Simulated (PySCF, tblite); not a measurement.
**C₄H₇BCl₂S: geometry, infrared bands and NMR shifts**

Wanted: the infrared bands and NMR shifts of C₄H₇BCl₂S (`CS[C@@H]1C[C@H]1B(Cl)Cl`), by calculation.

Computed with tblite 0.8.0 and PySCF 2.14.0, with density-fitted response routines of our own, on a single molecule in the gas phase. Atoms are numbered from 0 throughout.

## Step 1: The starting structure

15 atoms, charge 0, multiplicity 1; geometry from: force field or distance geometry start.

Bonds of the start (Å): C0–S1 1.80, S1–C2 1.82, C2–C3 1.53, C3–C4 1.51, C4–B5 1.57, B5–Cl6 1.85, B5–Cl7 1.87, C4–C2 1.51, C0–H8 1.10, C0–H9 1.12, C0–H10 1.13, C2–H11 1.11, C3–H12 1.11, C3–H13 1.10, C4–H14 1.11.

## Step 2: Relaxing the molecule with GFN2-xTB

Job settings and geometry (Å):

```
{"job": {"kind": "relax", "xc": "GFN2-xTB", "basis": "xTB"}, "charge": 0, "multiplicity": 1}
C     -2.763900    -0.601800    -0.139200
S     -1.661900     0.725300    -0.638000
C     -0.016900     0.627900     0.138000
C      1.024700     1.408300    -0.664200
C      1.062500    -0.102700    -0.616200
B      2.233600    -0.789600     0.162900
Cl     2.219300    -2.637400     0.226700
Cl     3.920400    -0.002500     0.030900
H     -2.441600    -1.612100    -0.443300
H     -2.948800    -0.537800     0.966900
H     -3.769000    -0.391300    -0.610000
H      0.066500     0.707500     1.246900
H      1.713500     1.996800    -0.029000
H      0.694300     1.822600    -1.632300
H      0.662900    -0.605200    -1.527600
```

On the command line:

```sh
> OMP_NUM_THREADS=1 python probes_run.py task.json out
```

This one command runs all jobs of the session in turn.

**Question.** This job is followed by: GFN2-xTB harmonic vibrations, gas phase; GIAO PBE0/pcSseg-1 NMR shielding, non-relativistic, gas phase. Predict these results of the whole session: strongest single infrared mode (GFN2-xTB); zero-point energy (GFN2-xTB); ¹³C shifts against TMS (PBE0/pcSseg-1); ¹H shifts against TMS (PBE0/pcSseg-1, means over atoms taken as alike); ³³S shifts against CS2 (PBE0/pcSseg-1); ¹¹B shifts against BF3·OEt2 (PBE0/pcSseg-1); ³⁵Cl shifts against HCl (PBE0/pcSseg-1, means over atoms taken as alike); surface potential, 1st and 99th percentile.

As calculated:

| quantity | value |
| --- | --- |
| strongest single infrared mode (GFN2-xTB) | 1344 cm⁻¹, 126 km/mol |
| zero-point energy (GFN2-xTB) | 65.4 kcal/mol |
| ¹³C shifts against TMS (PBE0/pcSseg-1) | 39.3, 30.4, 22.3, 21.6 ppm |
| ¹H shifts against TMS (PBE0/pcSseg-1, means over atoms taken as alike) | 2.33, 2.14, 1.53, 1.39, 0.86 ppm |
| ³³S shifts against CS2 (PBE0/pcSseg-1) | 17 ppm |
| ¹¹B shifts against BF3·OEt2 (PBE0/pcSseg-1) | 59.6 ppm |
| ³⁵Cl shifts against HCl (PBE0/pcSseg-1, means over atoms taken as alike) | 240 ppm |
| surface potential, 1st and 99th percentile | -0.85 V and 1.01 V |

Over 105 steps the energy fell by 1.088 eV; of the close pairs, B5–Cl7 changed most, 1.866 to 1.726 Å. All 39 modes are real, so the xTB geometry is a minimum. The strongest single mode, at 1344 cm⁻¹, is carried by C4, C2, H13, H12. Unscaled tight-binding wavenumbers are off by several per cent, some by more. Its intensities can rank the bands wrongly. At PBE0/pcSseg-1: The widest tensor belongs to Cl6, Cl7: span 497 ppm, with a paramagnetic part of -438 ppm. By nearest atom (PBE0/pcSseg-1), the HOMO sits on S1 74 % and the LUMO on B5 55 %; Cl6, Cl7 about 12 % each.
